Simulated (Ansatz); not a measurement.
# C2H10Si3: up Jacob's ladder to CCSD(T)

An exercise on one series of results from a longer session: the logs are not shown, and one member is left open.

Program: Ansatz 0.2.0, Gaussian basis. Level of theory: functionals in def2-TZVPP, the program's frozen cores in correlated methods. These are calculated values, not measurements.

Plan: PBE-D4, r2SCAN-D4, PBE0-D4, B3LYP-D4, ωB97X-V, ωB97M-V, B2PLYP; CCSD(T)/def2-TZVPP; MP2/def2-QZVPP; extrapolation to the limit.

**The relaxed structure**

An earlier PBE0-D4 in a triple-zeta def2 set relaxation fixed the geometry.

15 atoms, charge 0, spin multiplicity 1.

Atoms are counted from 1 here; the program's logs count them from 0.

Bond lengths: C1–Si2 1.879 Å, C1–Si5 1.891 Å, C1–H6 1.096 Å, C1–H7 1.092 Å, Si2–C3 1.879 Å, Si2–H8 1.491 Å, Si2–H9 1.490 Å, C3–Si4 1.890 Å, C3–H10 1.096 Å, C3–H11 1.092 Å, Si4–Si5 2.357 Å, Si4–H12 1.489 Å, Si4–H13 1.489 Å, Si5–H14 1.489 Å, Si5–H15 1.489 Å. Angles: Si2–C1–Si5 107.2°, Si2–C1–H6 108.5°, Si2–C1–H7 112.5°, Si5–C1–H6 108.7°, Si5–C1–H7 112.2°, H6–C1–H7 107.6°, C1–Si2–C3 105.9°, C1–Si2–H8 109.0°, C1–Si2–H9 112.4°, C3–Si2–H8 109.0°, C3–Si2–H9 112.4°, H8–Si2–H9 108.0°, Si2–C3–Si4 107.2°, Si2–C3–H10 108.5°, Si2–C3–H11 112.5°, Si4–C3–H10 108.7°, Si4–C3–H11 112.2°, H10–C3–H11 107.6° and more.

The first run:

Input file in.yaml:

```yaml
crystal:
  periodic: [false, false, false]
  atoms:
    - {symbol: C, position_ang: [-1.220361, 0.898313, 0.579330]}
    - {symbol: Si, position_ang: [-0.488004, -0.676102, 1.296519]}
    - {symbol: C, position_ang: [1.275975, -0.760238, 0.655615]}
    - {symbol: Si, position_ang: [1.220933, -0.348760, -1.188694]}
    - {symbol: Si, position_ang: [-0.740089, 0.957238, -1.248229]}
    - {symbol: H, position_ang: [-0.768281, 1.756467, 1.088787]}
    - {symbol: H, position_ang: [-2.301217, 0.960113, 0.724560]}
    - {symbol: H, position_ang: [-1.250124, -1.847251, 0.775672]}
    - {symbol: H, position_ang: [-0.554311, -0.707404, 2.784812]}
    - {symbol: H, position_ang: [1.869800, 0.004582, 1.168253]}
    - {symbol: H, position_ang: [1.745235, -1.727402, 0.849390]}
    - {symbol: H, position_ang: [1.079799, -1.593562, -1.993738]}
    - {symbol: H, position_ang: [2.451235, 0.355569, -1.645682]}
    - {symbol: H, position_ang: [-1.799013, 0.326177, -2.083667]}
    - {symbol: H, position_ang: [-0.543476, 2.351561, -1.733830]}
basis:
  gaussian: {orbitals: def2-TZVPP}
hamiltonian: {xc: pbe, dispersion: d4}
output: {forces: true, orbitals: {seedname: orbitals}}
```

Command:

```
ansatz run in.yaml --threads 2 --pin off --events-out ev --progress --plain --max-ram 22528MiB --backend cuda --devices 0, --max-vram 18GiB
```

Steps of the session up to this table: PBE-D4 (GGA); r2SCAN-D4 (meta-GGA); PBE0-D4 (hybrid); B3LYP-D4 (hybrid); ωB97X-V (range-separated); ωB97M-V (range-separated); B2PLYP (double hybrid); CCSD(T) in def2-TZVPP; MP2 in def2-QZVPP.

One of the session's tables, all rows but one given; the rest of the session is left out.

```
            method  atomisation energy (kJ/mol)
            PBE-D4                       5168.1
         r2SCAN-D4                       5175.7
           PBE0-D4                            ?
          B3LYP-D4                       5156.1
           ωB97X-V                       5204.5
           ωB97M-V                       5177.0
            B2PLYP                       5087.3
     HF/def2-TZVPP                       3944.5
    MP2/def2-TZVPP                       5049.3
   CCSD/def2-TZVPP                       4990.8
CCSD(T)/def2-TZVPP                       5045.7
           MP2/CBS                       5172.6
       CCSD(T)/CBS                       5169.0
```

Q: Estimate the row for PBE0-D4 from the others.

**Answer.** atomisation energy (kJ/mol): 5155.3. In the column «atomisation energy (kJ/mol)» it lies between B2PLYP (5087.3) and B3LYP-D4 (5156.1).

Limits of these values: Free atoms (2 C, 3 Si, 10 H) were run apart at each level; the atomisation energy is their sum less the molecule, without zero-point or spin-orbit terms.
